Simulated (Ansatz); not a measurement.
# C₂H₇BN₂Si: up Jacob's ladder to CCSD(T)

Aim: compute C₂H₇BN₂Si with functionals from several rungs and with coupled cluster, and see how far each lands from CCSD(T) at the basis-set limit for the atomisation energy.

The runs use Ansatz 0.2.0, Gaussian basis; functionals in def2-TZVPP, the program's frozen cores in correlated methods.

The runs, in order: PBE-D4, r2SCAN-D4, PBE0-D4, B3LYP-D4, ωB97X-V, ωB97M-V, B2PLYP; CCSD(T)/def2-TZVPP; MP2/def2-QZVPP; extrapolation to the limit.

**1. The geometry**

The geometry comes from an earlier relaxation with PBE0-D4 in a triple-zeta def2 set; it is a stationary point, not always the lowest conformer.

SMILES `C=N[SiH2]N1BC1`, 13 atoms, charge 0, spin multiplicity 1.

Atoms are counted from 1 here; the program's logs count them from 0.

Bond lengths: C1–N2 1.257 Å, C1–H7 1.097 Å, C1–H8 1.100 Å, N2–Si3 1.729 Å, Si3–N4 1.722 Å, Si3–H9 1.483 Å, Si3–H10 1.483 Å, N4–B5 1.359 Å, N4–C6 1.506 Å, B5–C6 1.534 Å, B5–H11 1.184 Å, C6–H12 1.089 Å, C6–H13 1.089 Å. Angles: N2–C1–H7 120.2°, N2–C1–H8 124.3°, H7–C1–H8 115.5°, C1–N2–Si3 127.0°, N2–Si3–N4 113.6°, N2–Si3–H9 107.7°, N2–Si3–H10 107.8°, N4–Si3–H9 109.0°, N4–Si3–H10 108.9°, H9–Si3–H10 109.9°, Si3–N4–B5 162.8°, Si3–N4–C6 132.7°, B5–N4–C6 64.5°, N4–B5–C6 62.4°, N4–B5–H11 142.4°, C6–B5–H11 155.2°, N4–C6–B5 53.1°, N4–C6–H12 115.4° and more.

Coordinates:

```
C     1.11688   -2.26025   -0.03155
N     1.59631   -1.32032    0.65149
Si    0.97136    0.28534    0.79749
N    -0.46187    0.55436   -0.11861
B    -1.53309    0.37597   -0.93578
C    -1.33542    1.76514   -0.31468
H     1.60894   -3.24015   -0.04247
H     0.20764   -2.17993   -0.64509
H     0.67901    0.52697    2.23113
H     2.02115    1.22340    0.33162
H    -2.07884   -0.43512   -1.60330
H    -1.89146    2.08631    0.56432
H    -0.88031    2.58359   -0.86967
```

**2. PBE-D4 (GGA)**

Contents of in.yaml:

```yaml
crystal:
  periodic: [false, false, false]
  atoms:
    - {symbol: C, position_ang: [1.116880, -2.260246, -0.031552]}
    - {symbol: N, position_ang: [1.596310, -1.320322, 0.651491]}
    - {symbol: Si, position_ang: [0.971356, 0.285339, 0.797493]}
    - {symbol: N, position_ang: [-0.461874, 0.554358, -0.118610]}
    - {symbol: B, position_ang: [-1.533091, 0.375971, -0.935785]}
    - {symbol: C, position_ang: [-1.335422, 1.765145, -0.314679]}
    - {symbol: H, position_ang: [1.608944, -3.240154, -0.042473]}
    - {symbol: H, position_ang: [0.207644, -2.179932, -0.645093]}
    - {symbol: H, position_ang: [0.679006, 0.526972, 2.231133]}
    - {symbol: H, position_ang: [2.021153, 1.223395, 0.331624]}
    - {symbol: H, position_ang: [-2.078838, -0.435120, -1.603296]}
    - {symbol: H, position_ang: [-1.891458, 2.086306, 0.564319]}
    - {symbol: H, position_ang: [-0.880311, 2.583589, -0.869673]}
basis:
  gaussian: {orbitals: def2-TZVPP}
hamiltonian: {xc: pbe, dispersion: d4}
output: {forces: true, orbitals: {seedname: orbitals}}
```

Run with:

```sh
$ ansatz run in.yaml --threads 4 --pin off --events-out ev --progress --plain --max-ram 10444MiB
```

After this run come: r2SCAN-D4 (meta-GGA); PBE0-D4 (hybrid); B3LYP-D4 (hybrid); ωB97X-V (range-separated); ωB97M-V (range-separated); B2PLYP (double hybrid); CCSD(T) in def2-TZVPP; MP2 in def2-QZVPP.

Before running them: what should the planned runs give, taken together? Wanted: atomisation energy, CCSD(T)/CBS; farthest; mean size of error, hybrid; mean size of error, range-separated; gap, smallest and largest; T1 diagnostic; triples share of the correlation energy.

As calculated:

| quantity | value |
| --- | --- |
| atomisation energy, CCSD(T)/CBS | 4954.9 kJ/mol |
| functionals within 24.8 kJ/mol (0.5 %) | r2SCAN-D4, B2PLYP |
| farthest | PBE-D4 (+148.0 kJ/mol) |
| mean size of error, hybrid | 46.3 kJ/mol |
| mean size of error, range-separated | 48.4 kJ/mol |
| gap, smallest and largest | 3.64 eV (PBE-D4), 10.87 eV (ωB97X-V) |
| T1 diagnostic | 0.0138 |
| triples share of the correlation energy | 4.3 % |

PBE-D4 is off by +148.0 kJ/mol. Double hybrids carry the basis error of their MP2 part in triple zeta, and no dispersion term here, so their miss is partly the set-up's. The reference freezes the cores and leaves out relativity and excitations past (T), so misses under about 24.8 kJ/mol can't be ranked. Hartree-Fock recovers 71 % of the binding; the rest is correlation. Orbital gaps span 3.6 to 10.9 eV; exact exchange widens them.
